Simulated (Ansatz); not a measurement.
**Rhenium, fcc: r²SCAN0 after r²SCAN**

How do the levels change when part of the exchange is made exact, and what does it cost? Spin polarisation is left out. The cell comes from an earlier r²SCAN relaxation. Exact exchange is dear, so the k-mesh is coarse, and r²SCAN is run on the same mesh for comparison.

Computed with Ansatz 0.2.0 (DFT, plane waves (500 eV) with PBE-made PAW files, scalar-relativistic; functionals as named at each step, unless a step says otherwise).

### Step 1. Starting point

It takes space group Fm-3m (No. 225, cubic). The conventional cell has a = 3.893 Å, b = 3.893 Å, c = 3.893 Å, α = 90.00°, β = 90.00°, γ = 90.00°. Re (site symmetry m-3m) is surrounded by 12 Re at 2.75 Å.

As a file:

```
Re
1.0
     0.00000    1.94666    1.94666
     1.94666    0.00000    1.94666
     1.94666    1.94666    0.00000
Re
1
Direct
  0.00000 0.00000 0.00000
```

### Step 2. r²SCAN on the coarse mesh

The run with r²SCAN.

input.yaml

```yaml
crystal:
  lattice:
    - [0.0, 1.9466573445, 1.9466573445]
    - [1.9466573445, 0.0, 1.9466573445]
    - [1.9466573445, 1.9466573445, 0.0]
  atoms:
    - { symbol: Re, position: [0.0, 0.0, 0.0] }
hamiltonian:
  xc: r2scan
  pseudopotentials:
    kind: paw
    azcp:
      Re: "pseudopotentials/Re.paw.azcp"
basis:
  ecutwfc: 500
  fft_grid_basis: typed
kpoints:
  mp_grid: { grid: [7, 7, 7], shift: [0, 0, 0] }
magnetization:
  spin_polarized: false
scf:
  occupations: { method: fermi_dirac, width: 0.1 }
```

Command:

```
ansatz run input.yaml --threads 4 --pin off --max-ram 8192MiB --backend cpu --events-out ev --progress --plain --runs-dir out
```

### Step 3. r²SCAN0, coarse mesh

The run with r²SCAN0.

input.yaml: that of step 2 with these lines changed.

```diff
@@ -8,3 +8,3 @@
 hamiltonian:
-  xc: r2scan
+  xc: r2scan0
   pseudopotentials:
```

(Steps that only read results are left out.)

What does the calculation give? Wanted: r²SCAN: gap; r²SCAN0: gap; r²SCAN0: relative to hcp.

The runs gave:

```
                             quantity                         value
                          r²SCAN: gap  none (levels filled in part)
                         r²SCAN0: gap  none (levels filled in part)
  r²SCAN0: SCF cycles, exchange loops                         24, 5
r²SCAN0: CPU time over that of r²SCAN                            31
             r²SCAN0: relative to hcp                  +78 meV/atom
```

What this shows: Both r²SCAN and r²SCAN0 leave levels filled in part. The hybrid took 31 times as much CPU time as r²SCAN on the same settings. r²SCAN0 needed 5 outer loops of the exchange operator. The dense-mesh value adds +10.8 meV/atom, the change that r²SCAN shows between the coarse mesh and its own dense run (not shown). Under r²SCAN0 it lies 78 meV/atom above hcp (computed apart in the same way); on such meshes a few tens of meV are uncertain for metals. Absolute energies differ from functional to functional, by eV per atom at times, and say nothing by themselves.
